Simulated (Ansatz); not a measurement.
# Cl2GaHO: the cost of one run

Method: RKS PBE0/def2-SVP, in Ansatz 0.2.0.

**1. Starting point**

Bond lengths: Ga1–Cl2 2.240 Å, Ga1–Cl3 2.240 Å, Ga1–O4 1.790 Å, O4–H5 1.010 Å. Angles: Cl2–Ga1–Cl3 120.0°, Cl2–Ga1–O4 120.0°, Cl3–Ga1–O4 120.0°, Ga1–O4–H5 109.5°.

Structure file:

```xyz
5

Ga    0.0000    0.0000    0.0000
Cl    0.0000    0.0000    2.2400
Cl    1.9398    0.0000   -1.1200
O    -1.5501    0.0000   -0.8950
H    -2.0598   -0.8467   -0.6865
```

**2. Relaxing the start**

input.yaml reads:

```yaml
crystal:
  periodic: [false, false, false]
  atoms:
    - { symbol: Ga, position_ang: [0.0, 0.0, 0.0] }
    - { symbol: Cl, position_ang: [0.0, 0.0, 2.24] }
    - { symbol: Cl, position_ang: [1.9398, 0.0, -1.12] }
    - { symbol: O, position_ang: [-1.5501, 0.0, -0.895] }
    - { symbol: H, position_ang: [-2.0598, -0.8467, -0.6865] }
basis:
  gaussian: { orbitals: def2-SVP }
hamiltonian:
  xc: pbe0
relax:
  f_tol: 0.02
  max_steps: 40
output:
  orbitals: {}
```

Launch:

```bash
$ ansatz run input.yaml --threads 1 --pin off --max-ram 2048MiB --backend cpu --events-out ev --progress --plain --runs-dir out
```

**Question.** How long does this run take on 1 thread of Arm Neoverse V1, shared host, and how much memory does it need?

About 31 s, with a peak of 0.19 GiB.
